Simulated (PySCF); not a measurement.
**C₃H₉FN₂Si: electronic excitations**

Aim: predict the electronic excitations of C₃H₉FN₂Si (`N[Si]1(N)CC[C@@H]1F`).

The runs use PySCF 2.14.0, with density-fitted response routines of our own; the level of theory stands in each step. All values are computed, except where a source is named. Atoms are numbered from 0 throughout.

### 1 Starting geometry

16 atoms, charge 0, multiplicity 1; geometry from: GFN2-xTB.

Bonds of the start (Å): N0–Si1 1.72, Si1–N2 1.72, Si1–C3 1.92, C3–C4 1.54, C4–C5 1.54, C5–F6 1.39, C5–Si1 1.94, N0–H7 1.01, N0–H8 1.01, N2–H9 1.01, N2–H10 1.01, C3–H11 1.09, C3–H12 1.09, C4–H13 1.09, C4–H14 1.09, C5–H15 1.09.

### 2 Ultraviolet spectrum: PBE0/def2-SVPD

Job settings and geometry (Å):

```
{"job": {"kind": "uv", "xc": "PBE0", "basis": "def2-SVPD", "nstates": 8, "ntriplets": 3}, "charge": 0, "multiplicity": 1}
N      1.240749     1.742750    -0.421418
Si     0.688947     0.163769    -0.018914
N      2.089196    -0.707997     0.475614
C     -0.665532    -0.500651    -1.200566
C     -1.721791    -0.468753    -0.076703
C     -0.836979    -0.130121     1.134766
F     -1.314020     0.976003     1.831179
H      0.544563     2.443456    -0.620943
H      1.965261     2.138033     0.156507
H      2.936047    -0.561194    -0.047857
H      1.996432    -1.679965     0.719682
H     -0.936103     0.109149    -2.058514
H     -0.496343    -1.510773    -1.568177
H     -2.443952     0.331430    -0.230555
H     -2.265893    -1.404980     0.037693
H     -0.788181    -0.931211     1.876796
```

Method: TDDFT PBE0/def2-SVPD, vertical, gas phase, core orbitals frozen in the response.

Launch:

```console
> OMP_NUM_THREADS=1 python probes_run.py task.json out
```

This one command runs all jobs of the session in turn.

Predict these results of the whole session: lowest singlet (PBE0/def2-SVPD); brightest single state of those computed; lowest triplet.

As calculated:

```
                                quantity                        value
         lowest singlet (PBE0/def2-SVPD)  6.07 eV (204 nm), f = 0.023
brightest single state of those computed  state 5, 6.97 eV, f = 0.034
                          lowest triplet                      5.58 eV
```

In words: The lowest singlet, at 6.07 eV, is HOMO→LUMO 0.56, HOMO→LUMO+1 0.42 and is weak; of the 8 states computed, the strongest absorption comes from state 5 at 6.97 eV. The lowest triplet lies 0.48 eV below the lowest singlet (triplets in Tamm-Dancoff, singlets in full TDDFT). States above −ε(HOMO) lie where TDDFT describes them poorly and they hang on the basis; the brightest is among them.
